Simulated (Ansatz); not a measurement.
**CH5ClSi2: how energies converge with the basis set**

Aim: see how fast density functionals converge with the basis set for CH5ClSi2.

The runs use Ansatz 0.2.0, Gaussian basis; one geometry, several basis sets.

Levels to be run: PBE0-D4/def2-SVP; ωB97M-V/def2-SVP; PBE0-D4/def2-QZVPP; ωB97M-V/def2-QZVPP; the functionals' def2-TZVPP values are taken from earlier runs.

### 1 Structure used throughout

An earlier PBE0-D4 in a triple-zeta def2 set relaxation fixed the geometry.

SMILES `Cl[SiH]1C[SiH2]1`, 9 atoms, charge 0, spin multiplicity 1.

Atoms are counted from 1 here; the program's logs count them from 0.

Bond lengths: Cl1–Si2 2.051 Å, Si2–C3 1.877 Å, Si2–Si4 2.242 Å, Si2–H5 1.479 Å, C3–Si4 1.912 Å, C3–H6 1.089 Å, C3–H7 1.089 Å, Si4–H8 1.481 Å, Si4–H9 1.482 Å. Angles: Cl1–Si2–C3 116.2°, Cl1–Si2–Si4 122.3°, Cl1–Si2–H5 109.9°, C3–Si2–Si4 54.4°, C3–Si2–H5 117.3°, Si4–Si2–H5 124.7°, Si2–C3–Si4 72.6°, Si2–C3–H6 117.6°, Si2–C3–H7 117.1°, Si4–C3–H6 118.4°, Si4–C3–H7 115.2°, H6–C3–H7 111.2°, Si2–Si4–C3 53.0°, Si2–Si4–H8 121.4°, Si2–Si4–H9 122.5°, C3–Si4–H8 115.2°, C3–Si4–H9 116.9°, H8–Si4–H9 113.2°.

### 2 PBE0-D4 in def2-SVP

Input file in.yaml:

```yaml
crystal:
  periodic: [false, false, false]
  atoms:
    - {symbol: Cl, position_ang: [-0.980948, -0.129348, -2.673052]}
    - {symbol: Si, position_ang: [-0.561216, 0.652069, -0.823589]}
    - {symbol: C, position_ang: [1.004819, 0.030968, 0.003527]}
    - {symbol: Si, position_ang: [-0.476947, -0.616149, 1.023606]}
    - {symbol: H, position_ang: [-0.790309, 2.113227, -0.831510]}
    - {symbol: H, position_ang: [1.662653, 0.769806, 0.457904]}
    - {symbol: H, position_ang: [1.574951, -0.733152, -0.522742]}
    - {symbol: H, position_ang: [-0.693134, -2.079979, 0.964814]}
    - {symbol: H, position_ang: [-0.651371, -0.053743, 2.383943]}
basis:
  gaussian: {orbitals: def2-SVP}
hamiltonian: {xc: pbe0, dispersion: d4}
output: {orbitals: {seedname: orbitals}}
```

The run is started by

```bash
$ ansatz run in.yaml --threads 2 --pin off --events-out ev --progress --plain --max-ram 4352MiB
```

Standard output:

```text
Functional definition: PBE0
  name "PBE0"
  cite "Adamo & Barone, J. Chem. Phys. 110, 6158 (1999) doi:10.1063/1.478522"
  cite "Perdew, Burke & Ernzerhof, Phys. Rev. Lett. 77, 3865 (1996) doi:10.1103/PhysRevLett.77.3865"
  parent pbe
  parameter a = 0.25
  parameter kappa = 0.804
  parameter beta = 0.06672455060314922
  exchange = (1 - a)*pbe_x(kappa = kappa, mu = beta*pi^2/3) + a*exact_x
  correlation = pbe_c(beta = beta)
895 factors; integrals over basis functions are off by at most 1.2e-3 eV
mean field evaluation 1: about -29369.8572 eV, gradient 4.4e1 eV
mean field evaluation 2: about -29364.9445 eV, gradient 5.7e1 eV
mean field evaluation 4: about -29374.7398 eV, gradient 1.8e0 eV
mean field evaluation 8: about -29374.8030 eV, gradient 9.6e-2 eV
mean field evaluation 16: about -29374.8030 eV, gradient 1.5e-5 eV
mean field -29374.80301853 eV, -1079.5040999743 hartree, gradient 1.5e-5 eV, S^2 0.000000; 0 other end points of the search recorded, 0 dependent functions left out
reference -29374.80304470 eV, -1079.5041009361 hartree; 28, 28 occupied and 65, 65 virtual orbitals, 895 factors
Total energy: -29375.00149817 eV, -1079.5113939664 hartree
```

It took 1.3 s on 2 threads of Arm Neoverse V2, shared host.

### 3 ωB97M-V in def2-SVP

Edit in.yaml of step 2 so:

```diff
@@ -14,3 +14,3 @@
   gaussian: {orbitals: def2-SVP}
-hamiltonian: {xc: pbe0, dispersion: d4}
+hamiltonian: {xc: {name: wB97M-V}}
 output: {orbitals: {seedname: orbitals}}
```

The command is unchanged.

Standard output, shortened:

```text
Functional definition: wB97M-V
  name "wB97M-V"
  cite "Mardirossian & Head-Gordon, J. Chem. Phys. 144, 214110 (2016) doi:10.1063/1.4952647"
  cite "Becke, J. Chem. Phys. 107, 8554 (1997) doi:10.1063/1.475007"
  cite "Vydrov & Van Voorhis, J. Chem. Phys. 133, 244103 (2010) doi:10.1063/1.3521275"
  # Of w^i u^j: cxij and so on, Table III.
[...]
  gx(w, u) = 1 - cx + cx01*u + cx10*w
  gss(w, u) = css00 + css04*u^4 + css10*w + css20*w^2 + css43*w^4*u^3
  gos(w, u) = cos00 + cos10*w + (cos20 + cos21*u)*w^2 + (cos60 + cos61*u)*w^6
[...]
      + integral(e_c_pw_mod_opposite_spin*gos(b97_w_opposite, b97_u_opposite)) + vv10(b, c)
895 factors; integrals over basis functions are off by at most 1.2e-3 eV
309 factors; integrals over basis functions are off by at most 6.3e-6 eV
[...]
mean field -29384.31261171 eV, -1079.8535710779 hartree, gradient 7.6e-5 eV, S^2 0.000000; 0 other end points of the search recorded, 0 dependent functions left out
reference -29384.31265217 eV, -1079.8535725647 hartree; 28, 28 occupied and 65, 65 virtual orbitals, 895 factors
Total energy: -29384.31265217 eV, -1079.8535725647 hartree
```

It took 6.5 s on 2 threads of Arm Neoverse V2, shared host; peak memory 0.27 GiB.

### 4 PBE0-D4 in def2-QZVPP

Edit in.yaml of step 3 so:

```diff
@@ -13,4 +13,4 @@
 basis:
-  gaussian: {orbitals: def2-SVP}
-hamiltonian: {xc: {name: wB97M-V}}
+  gaussian: {orbitals: "def2-QZVPP.json"}
+hamiltonian: {xc: pbe0, dispersion: d4}
 output: {orbitals: {seedname: orbitals}}
```

Launched as before.

Standard output:

```text
Functional definition: PBE0
  name "PBE0"
  cite "Adamo & Barone, J. Chem. Phys. 110, 6158 (1999) doi:10.1063/1.478522"
  cite "Perdew, Burke & Ernzerhof, Phys. Rev. Lett. 77, 3865 (1996) doi:10.1103/PhysRevLett.77.3865"
  parent pbe
  parameter a = 0.25
  parameter kappa = 0.804
  parameter beta = 0.06672455060314922
  exchange = (1 - a)*pbe_x(kappa = kappa, mu = beta*pi^2/3) + a*exact_x
  correlation = pbe_c(beta = beta)
1609 factors; their error is unknown
mean field evaluation 1: about -29379.2045 eV, gradient 5.7e1 eV
mean field evaluation 2: about -29369.4402 eV, gradient 7.6e1 eV
mean field evaluation 4: about -29386.8547 eV, gradient 3.3e0 eV
mean field evaluation 8: about -29386.8761 eV, gradient 4.9e-2 eV
mean field evaluation 16: about -29386.9001 eV, gradient 2.4e-5 eV
mean field -29386.90010973 eV, -1079.9486598761 hartree, gradient 2.4e-5 eV, S^2 0.000000; 0 other end points of the search recorded, 0 dependent functions left out
reference -29386.90015086 eV, -1079.9486613879 hartree; 28, 28 occupied and 389, 389 virtual orbitals, 1609 factors
Total energy: -29387.09860433 eV, -1079.9559544182 hartree
```

Wall time 11 s (2 threads of Arm Neoverse V2, shared host); peak memory 1.3 GiB.

### 5 ωB97M-V in def2-QZVPP

Edit in.yaml of step 4 so:

```diff
@@ -14,3 +14,3 @@
   gaussian: {orbitals: "def2-QZVPP.json"}
-hamiltonian: {xc: pbe0, dispersion: d4}
+hamiltonian: {xc: {name: wB97M-V}}
 output: {orbitals: {seedname: orbitals}}
```

The command is unchanged.

Standard output, shortened:

```text
Functional definition: wB97M-V
  name "wB97M-V"
  cite "Mardirossian & Head-Gordon, J. Chem. Phys. 144, 214110 (2016) doi:10.1063/1.4952647"
  cite "Becke, J. Chem. Phys. 107, 8554 (1997) doi:10.1063/1.475007"
  cite "Vydrov & Van Voorhis, J. Chem. Phys. 133, 244103 (2010) doi:10.1063/1.3521275"
  # Of w^i u^j: cxij and so on, Table III.
[...]
  gx(w, u) = 1 - cx + cx01*u + cx10*w
  gss(w, u) = css00 + css04*u^4 + css10*w + css20*w^2 + css43*w^4*u^3
  gos(w, u) = cos00 + cos10*w + (cos20 + cos21*u)*w^2 + (cos60 + cos61*u)*w^6
[...]
      + integral(e_c_pw_mod_opposite_spin*gos(b97_w_opposite, b97_u_opposite)) + vv10(b, c)
1553 factors; their error is unknown
345 factors; integrals over basis functions are off by at most 1.6e-5 eV
[...]
mean field -29396.39410577 eV, -1080.2975577954 hartree, gradient 7.1e-5 eV, S^2 0.000000; 0 other end points of the search recorded, 0 dependent functions left out
reference -29396.39417160 eV, -1080.2975602146 hartree; 28, 28 occupied and 389, 389 virtual orbitals, 1553 factors
Total energy: -29396.39417160 eV, -1080.2975602146 hartree
```

It took 26 s on 2 threads of Arm Neoverse V2, shared host; peak memory 1.6 GiB.

### 6 Functionals by basis

The def2-TZVPP values come from earlier runs at the same geometry.

| functional | basis | functions | energy (eV) | from the largest (eV) | HOMO (eV) | LUMO (eV) |
| --- | --- | --- | --- | --- | --- | --- |
| PBE0-D4 | def2-SVP | 93 | -29375.0015 | 12.097 | -6.84 | -0.44 |
| PBE0-D4 | def2-TZVPP | 227 | -29386.1405 | 0.958 | -6.84 | -0.64 |
| PBE0-D4 | def2-QZVPP | 417 | -29387.0986 | 0.000 | -6.85 | -0.72 |
| ωB97M-V | def2-SVP | 93 | -29384.3127 | 12.082 | -8.79 | 1.56 |
| ωB97M-V | def2-TZVPP | 227 | -29395.4919 | 0.902 | -8.83 | 1.24 |
| ωB97M-V | def2-QZVPP | 417 | -29396.3942 | 0.000 | -8.85 | 1.02 |

### 7 Summary of results

| quantity | value |
| --- | --- |
| PBE0-D4: double and triple zeta above quadruple | 12.10, 0.96 eV |
| ωB97M-V: double and triple zeta above quadruple | 12.08, 0.90 eV |

PBE0-D4 gains 11.14 eV from double to triple zeta, then 0.96 eV more. These are total energies; as a rule much of such shifts cancels in differences, which this series doesn't test. The LUMO of ωB97M-V is positive and keeps falling with the basis (1.56 to 1.02 eV): an unbound level that the basis holds in place.

For PBE0-D4 the largest set took about 8 times as long as the smallest (11 s against 1.3 s).
